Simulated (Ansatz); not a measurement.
**AlW3: a short molecular-dynamics run**

A trajectory of AlW3, an element-swapped structure with 4 atoms that was not relaxed first: 40 steps of 1 fs at constant energy, with velocities drawn for 100 K.

All numbers below are computed with Ansatz 0.2.0 (DFT PBE, plane waves, PAW, scalar-relativistic, no spin polarisation).

### 1 The structure to begin with

The cell holds 4 atoms (AlW3): a = 4.418 Å, b = 4.418 Å, c = 5.300 Å, α = 65.36°, β = 65.36°, γ = 90.00°.

Structure file:

```xyz
4
Lattice="0.0000 4.4183 0.0000 4.4183 0.0000 0.0000 2.2091 2.2091 -4.2807" Properties=species:S:1:pos:R:3 pbc="T T T"
Al    0.0000    0.0000    0.0000
W     2.2091    2.2091    0.0000
W     4.4183    2.2091   -2.1403
W     2.2091    4.4183   -2.1403
```

### 2 Dynamics

input.yaml reads:

```yaml
crystal:
  lattice:
    - [0.0, 4.418277, 2.6e-07]
    - [4.418277, 0.0, 2.6e-07]
    - [2.20913875, 2.20913875, -4.28067474]
  atoms:
    - { symbol: Al, position: [0.0, 0.0, 0.0] }
    - { symbol: W, position: [0.5, 0.5, 0.0] }
    - { symbol: W, position: [0.25, 0.75, 0.5] }
    - { symbol: W, position: [0.75, 0.25, 0.5] }
kpoints:
  mp_grid: { grid: [4, 4, 4] }
magnetization:
  spin_polarized: false
scf:
  occupations: { method: fermi_dirac, width: 0.1 }
hamiltonian:
  pseudopotentials: { kind: paw }
  xc: pbe
basis:
  ecutwfc: 420
md:
  timestep: 1.0
  n_steps: 40
  ensemble: nve
  temperature: 100.0
  initial_velocities: maxwell_boltzmann
  seed: 310633
```

Command:

```bash
ansatz run input.yaml --threads 2 --pin off --max-ram 2560MiB --backend cpu --events-out ev --progress --plain --runs-dir out
```

The program printed:

```text
Warning: md: disabling space-group detection — thermal motion breaks the input geometry's symmetry, so no spatial operation reduces the k-mesh or symmetrises the density; time reversal is kept, so that k and −k are solved as one point where they differ and the mesh holds both, and exact exchange and, on two spinor components, a DFT+U term hold to it where the run has them: on two components no moment then forms, and a state that bears one, which a typed moment (crystal.atoms[].spin; refused beside efield: under a hybrid functional) reaches, can lie lower, under hf by electronvolts; crystal.symmetry.detect: false (a key that needs symmetry detection or time reversal refuses this as the deck is read) with time_reversal: false beside it drops time reversal too
Warning: RAYON_NUM_THREADS=2 ignored (pool sized by the plan → 2); use --threads N
Engine: ansatz 0.2.0, aarch64-unknown-linux-gnu
Pseudopotentials: kind: paw
Pseudopotential: Al, paw, valence charge 3, recommended cutoff 420 eV (normal), Al.paw.azcp
Pseudopotential: W, paw, valence charge 14, recommended cutoff 420 eV (normal), W.paw.azcp
Functional definition: PBE
  parameter kappa = 0.804
  parameter beta = 0.06672455060314922
  exchange = pbe_x(kappa = kappa, mu = beta*pi^2/3)
  correlation = pbe_c(beta = beta)
Crystal: 4 atoms, lattice volume = 83.564 Å³
Basis set: ecut = 420 eV, 1663 PW (Γ), exchange–correlation on 60×60×72 points (8 copies of the dense FFT grid, shifted against one another)
Bands: 27, of which v1, the nominal top of the filled ones, is band 23 counted from 1 (22 counted from 0)
Symmetry: 1 space group operations
k-points: 36 of 64 (time reversal used)
Non-local potential: Al, projectors of the file, l = 0: 2, l = 1: 2, l = 2: 1
Non-local potential: W, projectors of the file, l = 0: 3, l = 1: 2, l = 2: 2, l = 3: 1
PAW form: soft (Blöchl's): semilocal exchange-correlation on the pseudo side does not see the compensation charge
PAW one-centre angular grid: Al, 110 points (default); XC on 64 Gauss nodes
PAW one-centre angular grid: W, 590 points (default); XC on 64 Gauss nodes
Initial density: superposition of atomic densities (neutral atoms: chi_scale 0, normalization atom), corrected by the library's trained network
Initial wavefunctions: pseudopotential atomic-orbital guess
Functional: x = pbe(κ = 0.804, μ = 0.2195149727645171), c = pbe(β = 0.06672455060314922)
SCF iter   1: F=—  HF=-31688.264086 eV  |F-HF|=—  |Δ(HF+E_count)|=         —  Δρ=6.03e-3  dr2=1.87e-2  ethr=1.77e-3  ⟨swp⟩=4.7  Hψ=3996  notcnv=0
preconditioner: auto → Kerker (q_TF=auto, 2.461 Å⁻¹)  [metal: Δε(μ)=0.080 eV  Ē_g=3.497 eV  σ=0.100 eV  W_gap=0.19  n_scr=14 (ndim 8)  ℏωp=18.6 eV  f_vac=0.000  D(μ)=3.04/eV (n_scr^D=22)]
SCF iter   2: F=—  HF=-31688.262908 eV  |F-HF|=—  |Δ(HF+E_count)|=   1.18e-3  Δρ=3.44e-3  dr2=5.21e-3  ethr=4.15e-5  ⟨swp⟩=1.0  Hψ=1260  notcnv=0
SCF iter   3: F=—  HF=-31688.262807 eV  |F-HF|=—  |Δ(HF+E_count)|=   1.01e-4  Δρ=4.43e-4  dr2=1.30e-4  ethr=1.16e-5  ⟨swp⟩=2.3  Hψ=1212  notcnv=0
SCF iter   4: F=—  HF=-31688.262809 eV  |F-HF|=—  |Δ(HF+E_count)|=   2.35e-6  Δρ=9.94e-5  dr2=6.66e-6  ethr=2.90e-7  ⟨swp⟩=1.2  Hψ=999  notcnv=0
SCF iter   5: F=—  HF=-31688.262796 eV  |F-HF|=—  |Δ(HF+E_count)|=   1.28e-5  Δρ=2.43e-5  dr2=3.92e-7  ethr=1.48e-8  ⟨swp⟩=2.1  Hψ=1349  notcnv=0
SCF iter   6: F=—  HF=-31688.262799 eV  |F-HF|=—  |Δ(HF+E_count)|=   2.99e-6  Δρ=4.87e-6  dr2=1.91e-8  ethr=8.71e-10  ⟨swp⟩=2.9  Hψ=1964  notcnv=0
SCF iter   7: F=-31688.262799 eV  HF=-31688.262799 eV  |F-HF|=4.73e-11  |Δ(HF+E_count)|=   2.85e-9  Δρ=8.20e-7  dr2=4.97e-10  ethr=8.89e-12  ⟨swp⟩=4.0  Hψ=3174  notcnv=0
SCF 1 converged in 7 iterations: F = -31688.262799 eV  dr2 = 4.97e-10
md step     0: t =     0.00 fs  T =   100.0 K  F+E_penalty+E_count = -31688.26279947 eV  E_kin = 0.038778 eV  conserved = -31688.22402147 eV  (7 SCF iters)
[... 12 lines left out ...]
md step     1: t =     1.00 fs  T =   100.0 K  F+E_penalty+E_count = -31688.26279402 eV  E_kin = 0.038773 eV  conserved = -31688.22402148 eV  (6 SCF iters)
[... 10 lines left out ...]
md step     2: t =     2.00 fs  T =    99.9 K  F+E_penalty+E_count = -31688.26277761 eV  E_kin = 0.038756 eV  conserved = -31688.22402149 eV  (6 SCF iters)
[... 1 line left out ...]
md step     3: t =     3.00 fs  T =    99.9 K  F+E_penalty+E_count = -31688.26275015 eV  E_kin = 0.038729 eV  conserved = -31688.22402149 eV  (6 SCF iters)
md step     4: t =     4.00 fs  T =    99.8 K  F+E_penalty+E_count = -31688.26271159 eV  E_kin = 0.038690 eV  conserved = -31688.22402149 eV  (6 SCF iters)
md step     5: t =     5.00 fs  T =    99.6 K  F+E_penalty+E_count = -31688.26266188 eV  E_kin = 0.038640 eV  conserved = -31688.22402150 eV  (2 SCF iters)
md step     6: t =     6.00 fs  T =    99.5 K  F+E_penalty+E_count = -31688.26260100 eV  E_kin = 0.038579 eV  conserved = -31688.22402150 eV  (2 SCF iters)
md step     7: t =     7.00 fs  T =    99.3 K  F+E_penalty+E_count = -31688.26252892 eV  E_kin = 0.038507 eV  conserved = -31688.22402150 eV  (2 SCF iters)
md step     8: t =     8.00 fs  T =    99.1 K  F+E_penalty+E_count = -31688.26244567 eV  E_kin = 0.038424 eV  conserved = -31688.22402151 eV  (2 SCF iters)
md step     9: t =     9.00 fs  T =    98.8 K  F+E_penalty+E_count = -31688.26235126 eV  E_kin = 0.038330 eV  conserved = -31688.22402151 eV  (2 SCF iters)
md step    10: t =    10.00 fs  T =    98.6 K  F+E_penalty+E_count = -31688.26224576 eV  E_kin = 0.038224 eV  conserved = -31688.22402151 eV  (6 SCF iters)
md step    11: t =    11.00 fs  T =    98.3 K  F+E_penalty+E_count = -31688.26212920 eV  E_kin = 0.038108 eV  conserved = -31688.22402151 eV  (2 SCF iters)
md step    12: t =    12.00 fs  T =    97.9 K  F+E_penalty+E_count = -31688.26200169 eV  E_kin = 0.037980 eV  conserved = -31688.22402151 eV  (2 SCF iters)
md step    13: t =    13.00 fs  T =    97.6 K  F+E_penalty+E_count = -31688.26186332 eV  E_kin = 0.037842 eV  conserved = -31688.22402151 eV  (2 SCF iters)
md step    14: t =    14.00 fs  T =    97.2 K  F+E_penalty+E_count = -31688.26171420 eV  E_kin = 0.037693 eV  conserved = -31688.22402151 eV  (2 SCF iters)
md step    15: t =    15.00 fs  T =    96.8 K  F+E_penalty+E_count = -31688.26155447 eV  E_kin = 0.037533 eV  conserved = -31688.22402150 eV  (2 SCF iters)
md step    16: t =    16.00 fs  T =    96.4 K  F+E_penalty+E_count = -31688.26138428 eV  E_kin = 0.037363 eV  conserved = -31688.22402149 eV  (2 SCF iters)
md step    17: t =    17.00 fs  T =    95.9 K  F+E_penalty+E_count = -31688.26120379 eV  E_kin = 0.037182 eV  conserved = -31688.22402147 eV  (2 SCF iters)
md step    18: t =    18.00 fs  T =    95.4 K  F+E_penalty+E_count = -31688.26101320 eV  E_kin = 0.036992 eV  conserved = -31688.22402146 eV  (2 SCF iters)
md step    19: t =    19.00 fs  T =    94.9 K  F+E_penalty+E_count = -31688.26081271 eV  E_kin = 0.036791 eV  conserved = -31688.22402146 eV  (2 SCF iters)
md step    20: t =    20.00 fs  T =    94.3 K  F+E_penalty+E_count = -31688.26060252 eV  E_kin = 0.036581 eV  conserved = -31688.22402145 eV  (6 SCF iters)
md step    21: t =    21.00 fs  T =    93.8 K  F+E_penalty+E_count = -31688.26038288 eV  E_kin = 0.036361 eV  conserved = -31688.22402143 eV  (3 SCF iters)
md step    22: t =    22.00 fs  T =    93.2 K  F+E_penalty+E_count = -31688.26015403 eV  E_kin = 0.036133 eV  conserved = -31688.22402142 eV  (2 SCF iters)
md step    23: t =    23.00 fs  T =    92.6 K  F+E_penalty+E_count = -31688.25991623 eV  E_kin = 0.035895 eV  conserved = -31688.22402141 eV  (2 SCF iters)
md step    24: t =    24.00 fs  T =    91.9 K  F+E_penalty+E_count = -31688.25966976 eV  E_kin = 0.035648 eV  conserved = -31688.22402139 eV  (2 SCF iters)
md step    25: t =    25.00 fs  T =    91.3 K  F+E_penalty+E_count = -31688.25941490 eV  E_kin = 0.035394 eV  conserved = -31688.22402138 eV  (2 SCF iters)
md step    26: t =    26.00 fs  T =    90.6 K  F+E_penalty+E_count = -31688.25915197 eV  E_kin = 0.035131 eV  conserved = -31688.22402136 eV  (2 SCF iters)
md step    27: t =    27.00 fs  T =    89.9 K  F+E_penalty+E_count = -31688.25888126 eV  E_kin = 0.034860 eV  conserved = -31688.22402134 eV  (2 SCF iters)
md step    28: t =    28.00 fs  T =    89.2 K  F+E_penalty+E_count = -31688.25860312 eV  E_kin = 0.034582 eV  conserved = -31688.22402132 eV  (2 SCF iters)
md step    29: t =    29.00 fs  T =    88.4 K  F+E_penalty+E_count = -31688.25831788 eV  E_kin = 0.034297 eV  conserved = -31688.22402130 eV  (2 SCF iters)
md step    30: t =    30.00 fs  T =    87.7 K  F+E_penalty+E_count = -31688.25802588 eV  E_kin = 0.034005 eV  conserved = -31688.22402128 eV  (6 SCF iters)
md step    31: t =    31.00 fs  T =    86.9 K  F+E_penalty+E_count = -31688.25772748 eV  E_kin = 0.033706 eV  conserved = -31688.22402126 eV  (2 SCF iters)
md step    32: t =    32.00 fs  T =    86.1 K  F+E_penalty+E_count = -31688.25742304 eV  E_kin = 0.033402 eV  conserved = -31688.22402124 eV  (2 SCF iters)
md step    33: t =    33.00 fs  T =    85.3 K  F+E_penalty+E_count = -31688.25711295 eV  E_kin = 0.033092 eV  conserved = -31688.22402122 eV  (2 SCF iters)
md step    34: t =    34.00 fs  T =    84.5 K  F+E_penalty+E_count = -31688.25679759 eV  E_kin = 0.032776 eV  conserved = -31688.22402119 eV  (2 SCF iters)
md step    35: t =    35.00 fs  T =    83.7 K  F+E_penalty+E_count = -31688.25647733 eV  E_kin = 0.032456 eV  conserved = -31688.22402117 eV  (2 SCF iters)
md step    36: t =    36.00 fs  T =    82.9 K  F+E_penalty+E_count = -31688.25615259 eV  E_kin = 0.032131 eV  conserved = -31688.22402115 eV  (3 SCF iters)
md step    37: t =    37.00 fs  T =    82.0 K  F+E_penalty+E_count = -31688.25582376 eV  E_kin = 0.031803 eV  conserved = -31688.22402112 eV  (2 SCF iters)
md step    38: t =    38.00 fs  T =    81.2 K  F+E_penalty+E_count = -31688.25549124 eV  E_kin = 0.031470 eV  conserved = -31688.22402110 eV  (2 SCF iters)
md step    39: t =    39.00 fs  T =    80.3 K  F+E_penalty+E_count = -31688.25515545 eV  E_kin = 0.031134 eV  conserved = -31688.22402108 eV  (2 SCF iters)
[... 11 lines left out ...]
md step    40: t =    40.00 fs  T =    79.4 K  F+E_penalty+E_count = -31688.25481680 eV  E_kin = 0.030796 eV  conserved = -31688.22402105 eV  (6 SCF iters)
SCF converged after 6 iterations
Free energy (F): -31688.254817 eV
Harris-Foulkes:  -31688.254817 eV  (|F-HF|=7.28e-12)
Internal energy: -31688.143734 eV  (E = F + TS)
E sigma→0 (E₀):  -31688.199275 eV
Entropy (-TS):   -0.111083 eV (-27.771 meV/atom)
Fermi energy:    13.485047 eV
--- Per-component energies (eV) ---
  E_band       = -582.711849
  E_kinetic    = 1338.998291
  E_local      = -2957.966476  (includes V_loc(G=0)·N_el)
  E_nonlocal   = 11.383434
  E_hartree    = 1063.831609
  E_xc         = -826.115534
  E_vxc        = -726.251637  (∫ρ·V_xc dr)
  E_paw        = -26152.809088  (= ΣΔE_a)
  E_vpaw       = -376.538489  (= ΣTr[D̂ρ^β])
  E_aug_tail   = -0.000181  (compensation charges beyond the density's cutoff)
  E_ewald      = -4165.465789
  E_smearing   = -0.111083  (= −TS)
  E_closure    = -0.000000  (closes the sum)
  Σ components = -31688.254817   (vs F -31688.254817, Δ=0.00e0)
--- Forces (eV/Å), atoms counted from 1 ---
  atom   1  Al     0.04078077     0.01033888     0.07596628
  atom   2  W      0.15083177    -0.04551555    -0.03969211
  atom   3  W     -0.12423703    -0.03008602     0.06665995
  atom   4  W     -0.06737475     0.06526261    -0.10293380
  max |Σ_I F_I| component: 7.56e-7 eV/Å
--- MD trajectory: 40 steps, t = 0.0 → 40.0 fs ---
  final state: T = 79.4 K   F+E_penalty+E_count = -31688.25481680 eV   E_kin = 0.030796 eV
  conserved energy: peak-to-peak 4.580e-7 eV (1.145e-7 eV/atom) over 40.0 fs
```

It took 60 s on 2 threads of Arm Neoverse V2, shared host; peak memory 0.37 GiB.

### 3 What the atoms did

One step in 2; energies are changes from step 0; msd is the mean square displacement from the start, the centre of mass held:

| time (fs) | T (K) | potential energy change (meV/atom) | total energy change (meV/atom) | msd W (Å²) | msd Al (Å²) |
| --- | --- | --- | --- | --- | --- |
| 0.0 | 100 | 0.0 | 0.00 | 0.000 | 0.000 |
| 2.0 | 100 | 0.0 | 0.00 | 0.000 | 0.000 |
| 4.0 | 100 | 0.0 | 0.00 | 0.000 | 0.000 |
| 6.0 | 99 | 0.0 | 0.00 | 0.000 | 0.000 |
| 8.0 | 99 | 0.1 | 0.00 | 0.000 | 0.000 |
| 10.0 | 99 | 0.1 | 0.00 | 0.000 | 0.000 |
| 12.0 | 98 | 0.2 | 0.00 | 0.000 | 0.000 |
| 14.0 | 97 | 0.3 | 0.00 | 0.000 | 0.000 |
| 16.0 | 96 | 0.4 | 0.00 | 0.000 | 0.000 |
| 18.0 | 95 | 0.4 | 0.00 | 0.000 | 0.000 |
| 20.0 | 94 | 0.5 | 0.00 | 0.001 | 0.001 |
| 22.0 | 93 | 0.7 | 0.00 | 0.001 | 0.001 |
| 24.0 | 92 | 0.8 | 0.00 | 0.001 | 0.001 |
| 26.0 | 91 | 0.9 | 0.00 | 0.001 | 0.001 |
| 28.0 | 89 | 1.0 | 0.00 | 0.001 | 0.001 |
| 30.0 | 88 | 1.2 | 0.00 | 0.001 | 0.001 |
| 32.0 | 86 | 1.3 | 0.00 | 0.001 | 0.001 |
| 34.0 | 85 | 1.5 | 0.00 | 0.001 | 0.001 |
| 36.0 | 83 | 1.7 | 0.00 | 0.002 | 0.001 |
| 38.0 | 81 | 1.8 | 0.00 | 0.002 | 0.001 |
| 40.0 | 79 | 2.0 | 0.00 | 0.002 | 0.002 |

time (fs), T (K) and a bar:
```
      0.0        100 ##############################
      2.0        100 ##############################
      3.0        100 ##############################
      5.0        100 #############################
      7.0         99 #############################
      9.0         99 ############################
     10.0         99 ############################
     12.0         98 ###########################
     14.0         97 ##########################
     16.0         96 #########################
     17.0         96 ########################
     19.0         95 #######################
     21.0         94 #####################
     23.0         93 ###################
     24.0         92 ##################
     26.0         91 ################
     28.0         89 ##############
     30.0         88 ############
     31.0         87 ###########
     33.0         85 #########
     35.0         84 ######
     37.0         82 ####
     38.0         81 ###
     40.0         79
```

### 4 Positions and forces

Extended XYZ, with forces in eV/Å:

```xyz
4
Lattice="0.000 4.418 0.000 4.418 0.000 0.000 2.209 2.209 -4.281" Properties=species:S:1:pos:R:3:forces:R:3 pbc="T T T" time_fs=5.0 T=100 dE=0.0001
Al   -0.005    0.000   -0.003    0.004    0.002    0.012
W     2.203    2.211   -0.001    0.018   -0.006   -0.006
W     4.420    2.206   -2.143   -0.015   -0.004    0.006
W     2.214    4.420   -2.137   -0.007    0.009   -0.012
4
Lattice="0.000 4.418 0.000 4.418 0.000 0.000 2.209 2.209 -4.281" Properties=species:S:1:pos:R:3:forces:R:3 pbc="T T T" time_fs=10.0 T=99 dE=0.0006
Al   -0.009    0.000   -0.007    0.009    0.003    0.025
W     2.197    2.213   -0.001    0.036   -0.013   -0.012
W     4.422    2.203   -2.145   -0.030   -0.008    0.013
W     2.219    4.421   -2.133   -0.015    0.017   -0.025
4
Lattice="0.000 4.418 0.000 4.418 0.000 0.000 2.209 2.209 -4.281" Properties=species:S:1:pos:R:3:forces:R:3 pbc="T T T" time_fs=15.0 T=97 dE=0.0012
Al   -0.014   -0.001   -0.010    0.014    0.005    0.036
W     2.191    2.214   -0.002    0.054   -0.019   -0.018
W     4.424    2.200   -2.147   -0.046   -0.011    0.020
W     2.224    4.422   -2.130   -0.023    0.025   -0.039
4
Lattice="0.000 4.418 0.000 4.418 0.000 0.000 2.209 2.209 -4.281" Properties=species:S:1:pos:R:3:forces:R:3 pbc="T T T" time_fs=20.0 T=94 dE=0.0022
Al   -0.018   -0.001   -0.013    0.019    0.006    0.047
W     2.185    2.216   -0.003    0.073   -0.025   -0.023
W     4.426    2.197   -2.149   -0.061   -0.015    0.028
W     2.228    4.424   -2.127   -0.032    0.034   -0.052
4
Lattice="0.000 4.418 0.000 4.418 0.000 0.000 2.209 2.209 -4.281" Properties=species:S:1:pos:R:3:forces:R:3 pbc="T T T" time_fs=25.0 T=91 dE=0.0034
Al   -0.023   -0.001   -0.015    0.025    0.008    0.057
W     2.179    2.218   -0.004    0.092   -0.030   -0.028
W     4.428    2.194   -2.151   -0.077   -0.019    0.036
W     2.233    4.425   -2.123   -0.041    0.042   -0.066
4
Lattice="0.000 4.418 0.000 4.418 0.000 0.000 2.209 2.209 -4.281" Properties=species:S:1:pos:R:3:forces:R:3 pbc="T T T" time_fs=30.0 T=88 dE=0.0048
Al   -0.027   -0.001   -0.017    0.030    0.009    0.065
W     2.173    2.219   -0.004    0.112   -0.036   -0.032
W     4.430    2.191   -2.153   -0.092   -0.023    0.046
W     2.238    4.427   -2.120   -0.050    0.050   -0.079
4
Lattice="0.000 4.418 0.000 4.418 0.000 0.000 2.209 2.209 -4.281" Properties=species:S:1:pos:R:3:forces:R:3 pbc="T T T" time_fs=35.0 T=84 dE=0.0063
Al   -0.031   -0.001   -0.018    0.036    0.010    0.071
W     2.167    2.221   -0.005    0.131   -0.041   -0.036
W     4.431    2.188   -2.155   -0.108   -0.026    0.056
W     2.242    4.428   -2.117   -0.059    0.058   -0.091
4
Lattice="0.000 4.418 0.000 4.418 0.000 0.000 2.209 2.209 -4.281" Properties=species:S:1:pos:R:3:forces:R:3 pbc="T T T" time_fs=40.0 T=79 dE=0.0080
Al   -0.034    0.000   -0.019    0.041    0.010    0.076
W     2.162    2.222   -0.006    0.151   -0.046   -0.040
W     4.433    2.185   -2.157   -0.124   -0.030    0.067
W     2.247    4.430   -2.114   -0.067    0.065   -0.103
```

### 5 Outcome

| quantity | value |
| --- | --- |
| length | 40 steps of 1 fs |
| temperature, first and last step | 100 and 79 K |
| temperature, second half | mean 87 K, from 79 to 94 K |
| potential energy, second half | +1 meV/atom from the start |
| largest change of the total energy | 0.00 meV/atom |
| mean square displacement, second half | W 0.001, Al 0.001 Å² |

**Reading.** The temperature starts at 100 K and averages 87 K in the second half, where it still falls, from 94 to 79 K. The total energy strays from its start by at most 0.00 meV/atom, under 0.1 % of the mean kinetic energy, so a step of 1 fs is short enough over this time. The farthest move is 0.05 Å, against a mean nearest distance of 3.1 Å at the start: no atom has changed site so far. 40 fs on 4 atoms is far too short and small for converged averages.
